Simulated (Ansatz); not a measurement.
# GeH₆SSi: a ladder of functionals and wavefunction methods

One table from this session's results is given with a row withheld; the runs are named, their logs left out.

Computed with Ansatz 0.2.0, Gaussian basis. Level: functionals in def2-TZVPP, the program's frozen cores in correlated methods.

Levels to be run: LDA (SPW92), PBE-D4, revPBE-D4, BLYP-D4, r2SCAN-D4, B97M-V, PBE0-D4, B3LYP-D4, r2SCANh-D4, r2SCAN0-D4, HSE06-D4, BHLYP-D4, CAM-B3LYP-D4, LC-ωPBE, ωB97X-V, ωB97M-V, B2PLYP, PBE-QIDH; CCSD(T)/def2-SVP; CCSD(T)/def2-TZVPP; MP2/def2-QZVPP; extrapolation to the limit; RPA on PBE.

## The relaxed structure

All runs share one geometry, relaxed beforehand with PBE0-D4 in a triple-zeta def2 set.

SMILES `S[SiH2][GeH3]`, 9 atoms, charge 0, spin multiplicity 1.

Atoms are counted from 1 here; the program's logs count them from 0.

Bond lengths: S1–Si2 2.143 Å, S1–H4 1.344 Å, Si2–Ge3 2.378 Å, Si2–H5 1.488 Å, Si2–H6 1.485 Å, Ge3–H7 1.539 Å, Ge3–H8 1.539 Å, Ge3–H9 1.536 Å. Angles: Si2–S1–H4 94.8°, S1–Si2–Ge3 110.9°, S1–Si2–H5 111.4°, S1–Si2–H6 104.3°, Ge3–Si2–H5 110.3°, Ge3–Si2–H6 111.1°, H5–Si2–H6 108.7°, Si2–Ge3–H7 111.4°, Si2–Ge3–H8 109.3°, Si2–Ge3–H9 110.3°, H7–Ge3–H8 108.3°, H7–Ge3–H9 109.0°, H8–Ge3–H9 108.5°.

Set-up of the first run:

The input, in.yaml:

```yaml
crystal:
  periodic: [false, false, false]
  atoms:
    - {symbol: S, position_ang: [-2.000962, 1.296366, -0.495739]}
    - {symbol: Si, position_ang: [0.102806, 1.063444, -0.158196]}
    - {symbol: Ge, position_ang: [0.614118, -1.161336, 0.509289]}
    - {symbol: H, position_ang: [-2.084859, 0.290035, -1.382467]}
    - {symbol: H, position_ang: [0.890924, 1.433635, -1.364823]}
    - {symbol: H, position_ang: [0.409347, 2.030747, 0.925948]}
    - {symbol: H, position_ang: [2.130984, -1.366394, 0.667189]}
    - {symbol: H, position_ang: [0.102004, -2.142617, -0.560239]}
    - {symbol: H, position_ang: [-0.075761, -1.490282, 1.841838]}
basis:
  gaussian: {orbitals: def2-TZVPP}
hamiltonian: {xc: lda}
output: {orbitals: {seedname: orbitals}}
```

Command:

```sh
$ ansatz run in.yaml --threads 2 --pin off --events-out ev --progress --plain --max-ram 4352MiB
```

Among the steps run: LDA; PBE-D4 (GGA); revPBE-D4 (GGA); BLYP-D4 (GGA); r2SCAN-D4 (meta-GGA); B97M-V (meta-GGA); B3LYP-D4 (hybrid); r2SCANh-D4 (hybrid); r2SCAN0-D4 (hybrid); HSE06-D4 (hybrid); BHLYP-D4 (hybrid); CAM-B3LYP-D4 (range-separated); LC-ωPBE (range-separated); ωB97X-V (range-separated); ωB97M-V (range-separated); B2PLYP (double hybrid); PBE-QIDH (double hybrid).

One of the session's tables, all rows but one given; the rest of the session is left out.

It belongs to the step «Frontier levels by functional». 

| functional | HOMO (eV) | gap (eV) |
| --- | --- | --- |
| LDA (SPW92) | -6.25 | 4.96 |
| PBE-D4 | ? | ? |
| revPBE-D4 | -6.12 | 5.13 |
| BLYP-D4 | -6.00 | 5.07 |
| r2SCAN-D4 | -6.43 | 5.63 |
| B97M-V | -6.56 | 5.64 |
| PBE0-D4 | -7.32 | 7.06 |
| B3LYP-D4 | -7.09 | 6.65 |
| r2SCANh-D4 | -6.86 | 6.34 |
| r2SCAN0-D4 | -7.49 | 7.39 |
| HSE06-D4 | -6.92 | 6.29 |
| BHLYP-D4 | -8.34 | 8.98 |
| CAM-B3LYP-D4 | -8.59 | 9.37 |
| LC-ωPBE | -9.93 | 11.83 |
| ωB97X-V | -9.60 | 11.36 |
| ωB97M-V | -9.41 | 10.92 |

Estimate the missing values for PBE-D4.

As computed: HOMO (eV): -6.16; gap (eV): 5.07. In the column «HOMO (eV)» it lies between LDA (SPW92) (-6.25) and revPBE-D4 (-6.12).
